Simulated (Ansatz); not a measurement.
# ScGa3As2: the cost of one run

Program: Ansatz 0.2.0. Level of theory: DFT PBE, scalar-relativistic, plane waves, PAW. These are calculated values, not measurements.

1 further run of the same task is left out (it didn't finish). Runs told in other sessions of the task aren't counted.

### 1 The structure to begin with

It takes space group P-4m2 (No. 115, tetragonal). Conventional cell: a = 3.824 Å, b = 3.824 Å, c = 8.426 Å, α = 90.00°, β = 90.00°, γ = 90.00°. Sc (site symmetry -4m2) has 4 Ga at 2.70 Å and 4 As at 2.96 Å in its first shell of neighbours. Ga (site symmetry 2mm) is surrounded by 5 As at 2.87 to 2.93 Å. Ga (site symmetry -4m2) is surrounded by 4 Sc at 2.70 Å and 4 As at 2.96 Å. As (site symmetry 2mm) has 7 Ga at 2.87 to 2.96 Å and 2 Sc at 2.96 Å in its first shell of neighbours.

Structure file:

```xyz
6
Lattice="3.8244 0.0000 0.0000 0.0000 3.8244 0.0000 0.0000 0.0000 8.4255" Properties=species:S:1:pos:R:3 pbc="T T T"
Sc    0.0000    0.0000    0.0000
Ga    0.0000    1.9122    3.2312
Ga    1.9122    0.0000    5.1943
Ga    1.9122    1.9122    0.0000
As    0.0000    1.9122    6.1633
As    1.9122    0.0000    2.2623
```

Recipe of the guess: species swapped into a database cell of Ti2CuSb3 (P-4m2, No. 115), with As on the Ti sites, Sc on the Cu sites and Ga on the Sb sites. Its size is a rough estimate.

### 2 A first look at the guess

Contents of input.yaml:

```yaml
crystal:
  lattice:
    - [3.82441115, 0.0, 0.0]
    - [0.0, 3.82441115, 0.0]
    - [0.0, 0.0, 8.42553683]
  atoms:
    - { symbol: Sc, position: [0.0, 0.0, 0.0] }
    - { symbol: Ga, position: [0.0, 0.5, 0.38350001] }
    - { symbol: Ga, position: [0.5, 0.0, 0.61649999] }
    - { symbol: Ga, position: [0.5, 0.5, 0.0] }
    - { symbol: As, position: [0.0, 0.5, 0.73150003] }
    - { symbol: As, position: [0.5, 0.0, 0.26849997] }
basis:
  ecutwfc: 420
kpoints:
  mp_grid: { grid: [4, 4, 2] }
hamiltonian:
  xc: pbe
scf:
  occupations: { method: gaussian, width: 0.1 }
  lower_state_search: "off"
output:
  forces: true
  stress: true
  eigenvalues: true
```

Command:

```bash
$ ansatz run input.yaml --threads 1 --pin off --max-ram 2560MiB --backend cpu --events-out ev --progress --plain --runs-dir out
```

Q: Estimate wall time and peak memory on 1 thread of Arm Neoverse N1, shared host.

About 13 s, with a peak of 0.37 GiB.
